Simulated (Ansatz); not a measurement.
# Ge: the cost of one run

Computed with Ansatz 0.2.0 through its Python package. Level of theory: DFT PBEsol, plane waves, PAW.

### 1 The structure

The structure is orthorhombic, space group Cmcm (No. 63). The conventional cell has a = 2.976 Å, b = 5.189 Å, c = 4.728 Å, α = 90.00°, β = 90.00°, γ = 90.00°. Ge (site symmetry m2m) has 12 Ge at 2.92 to 2.99 Å as nearest neighbours.

The script holds or builds the structure itself.

### 2 Script

Input file vcrelax_ge.py:

```python
"""Cell relaxation of Ge."""

import json

import ansatz as az
from ase import Atoms
from ase.data import atomic_numbers
from ase.neighborlist import neighbor_list
import matplotlib.pyplot as plt
import numpy as np
import spglib

FUNCTIONAL = "pbesol"
KSPACING = 0.22
OCCUPATIONS = "cold"
SIGMA = 0.05

def edges_and_angles(cell):
    cell = np.asarray(cell)
    a, b, c = np.linalg.norm(cell, axis=1)
    cosines = cell[1] @ cell[2] / (b * c), cell[0] @ cell[2] / (a * c), cell[0] @ cell[1] / (a * b)
    return (a, b, c, *np.degrees(np.arccos(cosines)))

atoms = Atoms(
    ["Ge", "Ge"],
    scaled_positions=[
        [0.66655, 0.33345, 0.25],
        [0.33345, 0.66655, 0.75],
    ],
    cell=[
        [1.48805, -2.59469, 0.0],
        [1.48805, 2.59469, 0.0],
        [0.0, 0.0, 4.7276],
    ],
    pbc=True,
)
system = az.Crystal.from_ase(atoms)

# every cell quantity that the symmetry leaves free
base = (
    system.calculation()
    .functional(FUNCTIONAL)
    .kpoints(spacing=KSPACING)
    .occupations(OCCUPATIONS, width=SIGMA)
    .relax(max_steps=100, cell=True)
)
result = base.run(threads=1, events_out="events.ndjson")
with open("events.ndjson") as stream:
    events = [json.loads(line) for line in stream]
steps = [e["data"] for e in events if e["event"] == "relax_step"]
summary = result.report
print("step   energy (eV)     max comp. (eV/A)   P (GPa)  SCF")
for s in steps:
    print(f"{s['step']:4d} {s['lagrangian_ev']:15.5f} {s['allowed_force_max_ev_ang']:12.4f} {s['pressure_gpa']:10.3f} {s['n_scf']:5d}")

first, last = steps[0], steps[-1]
symbols = [site.symbol for site in result.lattice.sites]
print(f"energy gained {first['lagrangian_ev'] - last['lagrangian_ev']:.4f} eV in {len(steps) - 1} steps")
for label, vectors in (("before", first["cell_ang"]), ("after", result.lattice.cell_ang)):
    print(label, "a b c (A) {:.4f} {:.4f} {:.4f}  angles {:.2f} {:.2f} {:.2f}".format(*edges_and_angles(vectors)), f" V = {abs(np.linalg.det(vectors)):.3f} A^3")
print("final stress xx yy zz (GPa, compression positive):", np.round(np.diag(summary["stress_gpa"]), 3) + 0.0)

fig, (top, bottom) = plt.subplots(2, 1, sharex=True, figsize=(4.5, 4))
top.plot([s["lagrangian_ev"] - last["lagrangian_ev"] for s in steps], "o-")
top.set_ylabel("E - E(final) (eV)")
bottom.semilogy([max(s["allowed_force_max_ev_ang"], 1e-6) for s in steps], "s-")
bottom.set(xlabel="step", ylabel="largest force (eV/A)")
fig.tight_layout()
fig.savefig("relax.png", dpi=100)

print("relaxed fractional positions")
for site in result.lattice.sites:
    print(f"  {site.symbol:2s}", " ".join(f"{v % 1:8.5f}" for v in np.round(site.position_frac, 5)))

final = Atoms(symbols, positions=last["positions_ang"], cell=result.lattice.cell_ang, pbc=True)
i, j, d = neighbor_list("ijd", final, 4.5)
print("neighbours within 1.2 times the shortest distance of each atom (A)")
for atom in range(len(final)):
    near = [m for m in np.argsort(d) if i[m] == atom]
    shell = [m for m in near if d[m] < 1.2 * d[near[0]]]
    print(f"{symbols[atom]}{atom} ({len(shell)}):", ", ".join(f"{symbols[j[m]]} {d[m]:.3f}" for m in shell))

for key in ("converged", "n_iterations", "n_electrons", "n_kpoints", "n_pw", "n_symmetry_ops", "free_energy_ev", "fermi_energy_ev"):
    print(f"{key:18s} {summary[key]}")

spg_cell = (result.lattice.cell_ang, [s.position_frac for s in result.lattice.sites], [atomic_numbers[s.symbol] for s in result.lattice.sites])
# space group as spglib finds it
found = spglib.get_symmetry_dataset(spg_cell, symprec=1e-3)
print(found.international, found.number, "point group", found.pointgroup)
for site, letter, group in zip(result.lattice.sites, found.wyckoffs, found.site_symmetry_symbols):
    print(f"  {site.symbol:2s} Wyckoff {letter}  site symmetry {group}")
```

### 3 Running it

On the command line:

```console
> python vcrelax_ge.py
```

**Question.** How long does this script take on 1 thread of Arm Neoverse N1, shared host, and how much memory does it need?

About 86 s, with a peak of 0.52 GiB.
